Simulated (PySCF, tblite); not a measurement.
# C₅H₅F₃O: a rotation path, then NMR shifts on frames, part 1 of 2

How do NMR shifts of C₅H₅F₃O (`FCC1=CC(F)(F)OC1`) change as the atoms move?

The runs use tblite 0.8.0 and PySCF 2.14.0, with density-fitted response routines of our own; the level of theory stands in each step. All values are computed, except where a source is named. Atoms are numbered from 0 throughout.

## (1) The molecule as given

14 atoms, charge 0, multiplicity 1; geometry from: GFN2-xTB.

Bonds of the start (Å): F0–C1 1.37, C1–C2 1.49, C2–C3 1.33, C3–C4 1.50, C4–F5 1.36, C4–F6 1.37, C4–O7 1.36, O7–C8 1.42, C8–C2 1.50, C1–H9 1.10, C1–H10 1.09, C3–H11 1.07, C8–H12 1.10, C8–H13 1.10.

## (2) The rotation path with GFN2-xTB

Job settings and geometry (Å):

```
{"job": {"kind": "neb", "xc": "GFN2-xTB", "basis": "xTB", "atoms": [0, 1, 2, 8], "turn": 120}, "charge": 0, "multiplicity": 1}
F     -2.486965     0.782836    -0.831296
C     -1.949001     0.025709     0.175343
C     -0.464105    -0.033670     0.057549
C      0.383903    -0.908340     0.582317
C      1.773975    -0.497165     0.188590
F      2.436702    -1.479915    -0.484229
F      2.571263    -0.262484     1.271605
O      1.670046     0.620923    -0.577673
C      0.303849     0.994695    -0.719790
H     -2.243121     0.501706     1.119780
H     -2.397360    -0.971083     0.110228
H      0.203315    -1.771478     1.190191
H      0.034888     0.992108    -1.781378
H      0.161933     2.005688    -0.323402
```

Method: GFN2-xTB climbing-image nudged elastic band, gas phase.

Run with:

```console
$ OMP_NUM_THREADS=1 python probes_run.py task.json out
```

The driver reads the jobs from task.json and runs them one after another.

Log:

```text
image   E - E0 / eV
  0       0.0000
  1       0.0056
  2       0.0214
  3       0.0456
  4       0.0653
  5       0.0673
  6       0.0495
  7       0.0248
  8       0.0123
```

Run time: 3.4 s. Hardware: 1 thread of Arm Neoverse N1, shared host; peak memory 0.19 GiB.

The final band, with the dihedral F0–C1–C2–C8:

| image | dihedral (°) | energy (eV) | energy (kcal/mol) |
| --- | --- | --- | --- |
| 0 | 21 | 0.000 | 0.0 |
| 1 | 40 | 0.006 | 0.1 |
| 2 | 60 | 0.021 | 0.5 |
| 3 | 79 | 0.046 | 1.1 |
| 4 | 99 | 0.065 | 1.5 |
| 5 | 119 | 0.067 | 1.6 |
| 6 | 140 | 0.049 | 1.1 |
| 7 | 160 | 0.025 | 0.6 |
| 8 | 180 | 0.012 | 0.3 |

## (3) Shielding tensors: image 0, PBE0/pcSseg-1

Job settings and geometry (Å):

```
{"job": {"kind": "nmr", "xc": "PBE0", "basis": "pcSseg-1", "pop": false}, "charge": 0, "multiplicity": 1}
F     -2.487000     0.782800    -0.831300
C     -1.949000     0.025700     0.175300
C     -0.464100    -0.033700     0.057500
C      0.383900    -0.908300     0.582300
C      1.774000    -0.497200     0.188600
F      2.436700    -1.479900    -0.484200
F      2.571300    -0.262500     1.271600
O      1.670000     0.620900    -0.577700
C      0.303800     0.994700    -0.719800
H     -2.243100     0.501700     1.119800
H     -2.397400    -0.971100     0.110200
H      0.203300    -1.771500     1.190200
H      0.034900     0.992100    -1.781400
H      0.161900     2.005700    -0.323400
```

Method: GIAO PBE0/pcSseg-1 NMR shielding, non-relativistic, gas phase.

Log:

```text
coarse grid: 12880 points
cycle   1  E = -567.3926382812  dE =  1.574e+00  |g| = 9.595e-01  |ddm| = 3.433e+00
cycle   2  E = -567.2519243655  dE =  1.407e-01  |g| = 1.380e+00  |ddm| = 1.388e+00
cycle   3  E = -567.5454318829  dE = -2.935e-01  |g| = 7.181e-02  |ddm| = 8.647e-01
cycle   4  E = -567.5462421130  dE = -8.102e-04  |g| = 3.892e-02  |ddm| = 9.229e-02
cycle   5  E = -567.5465905067  dE = -3.484e-04  |g| = 8.042e-03  |ddm| = 4.166e-02
cycle   6  E = -567.5465993616  dE = -8.855e-06  |g| = 4.484e-03  |ddm| = 8.239e-03
cycle   7  E = -567.5466036212  dE = -4.260e-06  |g| = 5.544e-04  |ddm| = 3.646e-03
final grid: 128920 points
cycle   8  E = -567.6316312036  dE = -4.607e-05  |g| = 1.180e-02  |ddm| = 2.986e-02
cycle   9  E = -567.6316056709  dE =  2.553e-05  |g| = 1.717e-02  |ddm| = 1.918e-02
cycle  10  E = -567.6316565494  dE = -5.088e-05  |g| = 1.019e-03  |ddm| = 1.165e-02
cycle  11  E = -567.6316567508  dE = -2.014e-07  |g| = 3.399e-04  |ddm| = 9.860e-04
cycle  12  E = -567.6316567687  dE = -1.788e-08  |g| = 1.440e-04  |ddm| = 2.832e-04
cycle  13  E = -567.6316567724  dE = -3.765e-09  |g| = 2.905e-05  |ddm| = 1.182e-04
cycle  14  E = -567.6316567726  dE = -1.610e-10  |g| = 1.322e-05  |ddm| = 3.305e-05
converged SCF energy = -567.6316567726

GIAO shielding tensors (ppm)
atom      isotropic    diamagn.    paramagn.     s11        s22        s33       span
  0 F      437.332     470.710     -33.378    410.851    422.181    478.963     68.112
  1 C      104.019     237.655    -133.637     71.746     84.997    155.313     83.567
  2 C       30.211     265.150    -234.938    -76.525     39.156    128.002    204.527
  3 C       62.940     253.756    -190.816    -34.027     82.577    140.270    174.298
  4 C       44.013     244.267    -200.254     31.950     37.233     62.856     30.906
  5 F      240.946     471.470    -230.524    157.486    239.195    326.158    168.672
  6 F      239.105     471.711    -232.606    156.135    234.199    326.982    170.847
  7 O      216.552     398.200    -181.648    152.059    204.942    292.656    140.597
  8 C      108.170     244.575    -136.406     73.878     96.247    154.384     80.506
  9 H       26.023      26.853      -0.830     21.719     26.829     29.522      7.803
 10 H       25.924      27.282      -1.357     21.470     26.962     29.341      7.871
 11 H       25.975      32.157      -6.182     24.563     25.332     28.031      3.468
 12 H       26.376      28.740      -2.364     21.721     26.273     31.134      9.412
 13 H       26.503      28.762      -2.259     22.072     26.305     31.134      9.062
```

It took 33 s on 1 thread of Arm Neoverse N1, shared host; peak memory 0.8 GiB.

Shifts follow as δ = σ(reference) − σ, with reference shieldings (ppm) from runs at the same level and on the same kind of geometry: ¹H TMS 31.72, ¹³C TMS 186.9, ¹⁹F CFCl3 170.9, ¹⁷O H2O 336.1. The references are single molecules in the gas phase, so shifts against H2O, NH3, PH3, H3PO4 or CFCl3 are not on the usual liquid scales and can be off by tens of ppm. Each atom is listed at this fixed geometry, with no averaging over motion; a spectrum would average atoms that exchange fast.

| atoms | environment | σ (ppm) | δ (ppm) |
| --- | --- | --- | --- |
| C2 | fully substituted alkene carbon | 30.2 | 156.7 |
| C4 | allylic fully substituted sp3 carbon bonded to 2 F and O | 44.0 | 142.9 |
| C3 | alkene CH | 62.9 | 124.0 |
| C1 | allylic sp3 CH2 bonded to F | 104.0 | 82.9 |
| C8 | allylic sp3 CH2 bonded to O | 108.2 | 78.8 |
| H10 | hydrogen on an allylic sp3 CH2 bonded to F | 25.92 | 5.79 |
| H11 | hydrogen on an alkene CH | 25.98 | 5.74 |
| H9 | hydrogen on an allylic sp3 CH2 bonded to F | 26.02 | 5.69 |
| H12 | hydrogen on an allylic sp3 CH2 bonded to O | 26.38 | 5.34 |
| H13 | hydrogen on an allylic sp3 CH2 bonded to O | 26.50 | 5.21 |
| F6 | fluorine of a CF2 group | 239.1 | -68.2 |
| F5 | fluorine of a CF2 group | 240.9 | -70.0 |
| F0 | fluorine on an sp3 carbon | 437.3 | -266.4 |
| O7 | ether oxygen | 216.6 | 119.5 |

Ring of atoms C2, C3, C4, O7, C8: NICS(0) -5.6, NICS(1) -3.8, NICS(1)zz -5.1 ppm (means of both faces).

## (4) Nuclear shieldings: image 2, PBE0/pcSseg-1

Job settings and geometry (Å):

```
{"job": {"kind": "nmr", "xc": "PBE0", "basis": "pcSseg-1", "pop": false}, "charge": 0, "multiplicity": 1}
F     -2.515800     0.082800    -1.068200
C     -1.950400     0.040700     0.182400
C     -0.463300    -0.007400     0.072100
C      0.367800    -0.949400     0.494900
C      1.766300    -0.523100     0.149700
F      2.417200    -1.431300    -0.627900
F      2.555900    -0.425500     1.258600
O      1.684500     0.675800    -0.485200
C      0.323200     1.079000    -0.603400
H     -2.279200     0.947800     0.702600
H     -2.345200    -0.845900     0.685500
H      0.169800    -1.870900     1.004400
H      0.070700     1.171700    -1.664700
H      0.198100     2.055400    -0.122900
```

Level: GIAO PBE0/pcSseg-1 NMR shielding, non-relativistic, gas phase.

Log:

```text
coarse grid: 12880 points
cycle   1  E = -567.3935233855  dE =  1.570e+00  |g| = 9.605e-01  |ddm| = 3.426e+00
cycle   2  E = -567.2504932928  dE =  1.430e-01  |g| = 1.387e+00  |ddm| = 1.385e+00
cycle   3  E = -567.5464394869  dE = -2.959e-01  |g| = 7.049e-02  |ddm| = 8.647e-01
cycle   4  E = -567.5472210669  dE = -7.816e-04  |g| = 3.811e-02  |ddm| = 9.475e-02
cycle   5  E = -567.5475586772  dE = -3.376e-04  |g| = 6.702e-03  |ddm| = 4.181e-02
cycle   6  E = -567.5475652867  dE = -6.610e-06  |g| = 3.279e-03  |ddm| = 6.861e-03
cycle   7  E = -567.5475671013  dE = -1.815e-06  |g| = 4.576e-04  |ddm| = 2.392e-03
final grid: 128920 points
cycle   8  E = -567.6316459758  dE = -4.491e-05  |g| = 1.148e-02  |ddm| = 3.178e-02
cycle   9  E = -567.6316215644  dE =  2.441e-05  |g| = 1.669e-02  |ddm| = 1.888e-02
cycle  10  E = -567.6316704293  dE = -4.886e-05  |g| = 1.118e-03  |ddm| = 1.125e-02
cycle  11  E = -567.6316706747  dE = -2.454e-07  |g| = 3.623e-04  |ddm| = 1.063e-03
cycle  12  E = -567.6316706959  dE = -2.118e-08  |g| = 1.620e-04  |ddm| = 3.337e-04
cycle  13  E = -567.6316707013  dE = -5.389e-09  |g| = 3.002e-05  |ddm| = 1.403e-04
cycle  14  E = -567.6316707015  dE = -1.728e-10  |g| = 1.314e-05  |ddm| = 3.214e-05
converged SCF energy = -567.6316707015

GIAO shielding tensors (ppm)
atom      isotropic    diamagn.    paramagn.     s11        s22        s33       span
  0 F      419.523     470.824     -51.301    397.543    402.240    458.787     61.244
  1 C      106.707     236.776    -130.069     75.398     86.532    158.193     82.795
  2 C       33.872     264.894    -231.022    -76.993     40.663    137.946    214.939
  3 C       54.972     253.863    -198.892    -43.553     76.208    132.260    175.813
  4 C       44.917     244.484    -199.567     34.159     36.743     63.850     29.691
  5 F      243.702     471.392    -227.690    161.155    244.010    325.942    164.786
  6 F      239.331     471.686    -232.355    156.902    234.572    326.519    169.617
  7 O      214.920     398.122    -183.202    149.910    196.332    298.519    148.609
  8 C      107.810     245.152    -137.342     72.336     97.357    153.739     81.403
  9 H       26.499      27.078      -0.578     22.926     26.507     30.065      7.140
 10 H       26.195      27.656      -1.461     21.954     26.893     29.737      7.784
 11 H       25.621      32.097      -6.476     24.308     24.871     27.683      3.375
 12 H       26.327      28.737      -2.410     22.050     25.988     30.944      8.894
 13 H       26.700      28.843      -2.142     22.386     26.230     31.486      9.100
```

Run time: 33 s. Hardware: 1 thread of Arm Neoverse N1, shared host; peak memory 0.81 GiB.

In short: δ C2 153.1, C4 142.0, C3 132.0, C1 80.2, H11 6.10, H10 5.52 ppm.

(Continued in part 2 of 2.)
